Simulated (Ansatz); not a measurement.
# SbNH₄ (SMILES [NH2][SbH2]): single points off equilibrium

One table from this session's results is given with a row withheld; the runs are named, their logs left out.

Program: Ansatz 0.2.0, Gaussian basis. Level of theory: single points in def2-TZVPP. These are calculated values, not measurements.

Cores are frozen in the correlated methods. Filled d shells of the heavier atoms are correlated. Core potentials replace the inner electrons past krypton, and spin-orbit coupling is left out.

1 further run of the same task is left out (it didn't finish).

## Starting geometry

SMILES `[NH2][SbH2]`, 6 atoms, charge 0, spin multiplicity 1.

Atoms are counted from 1 here; the program's logs count them from 0.

Bond lengths: N1–Sb2 2.051 Å, N1–H3 1.023 Å, N1–H4 1.014 Å, Sb2–H5 1.726 Å, Sb2–H6 1.732 Å. Angles: Sb2–N1–H3 110.6°, Sb2–N1–H4 104.2°, H3–N1–H4 107.0°, N1–Sb2–H5 91.5°, N1–Sb2–H6 89.9°, H5–Sb2–H6 87.5°.

As a file:

```
N    -0.2296   -0.9116    0.0198
Sb    0.7465    0.8918    0.0329
H     0.1715   -1.5337   -0.6870
H    -0.0185   -1.3161    0.9259
H    -0.1978    1.4655   -1.2930
H    -0.4705    1.5398    1.0816
```

The first run:

Contents of run/in.yaml:

```yaml
crystal:
  periodic: [false, false, false]
  atoms:
    - {symbol: N, position_ang: [-0.229593, -0.911607, 0.019828]}
    - {symbol: Sb, position_ang: [0.746540, 0.891828, 0.032938]}
    - {symbol: H, position_ang: [0.171460, -1.533723, -0.687040]}
    - {symbol: H, position_ang: [-0.018528, -1.316094, 0.925927]}
    - {symbol: H, position_ang: [-0.197751, 1.465472, -1.293022]}
    - {symbol: H, position_ang: [-0.470546, 1.539838, 1.081590]}
basis:
  gaussian: {orbitals: def2-TZVPP}
hamiltonian: {xc: pbe, dispersion: d4}
output: {forces: true}
```

The run is started by

```bash
$ ansatz run in.yaml --threads 2 --pin off --events-out ev --progress --plain --max-ram 3481MiB
```

Steps of the session up to this table: PBE-D4/def2-TZVPP; r2SCAN-D4/def2-TZVPP; PBE0-D4/def2-TZVPP; wB97M-V/def2-TZVPP; CCSD(T)/def2-TZVPP.

One of the session's tables, all rows but one given; the rest of the session is left out.

```
   method  RMS force component (eV/Å)  angle to CCSD(T) forces (°)  dipole (D)
   PBE-D4                       0.243                         60.1        1.61
r2SCAN-D4                       0.229                         19.5        1.62
  PBE0-D4                           ?                            ?           ?
  wB97M-V                       0.302                         12.2        1.71
  CCSD(T)                       0.287                    reference        1.62
```

Q: Estimate the row for PBE0-D4 from the others.

**Answer.** RMS force component (eV/Å): 0.242; angle to CCSD(T) forces (°): 15.0; dipole (D): 1.63. In the column «RMS force component (eV/Å)» it lies between r2SCAN-D4 (0.229) and PBE-D4 (0.243).
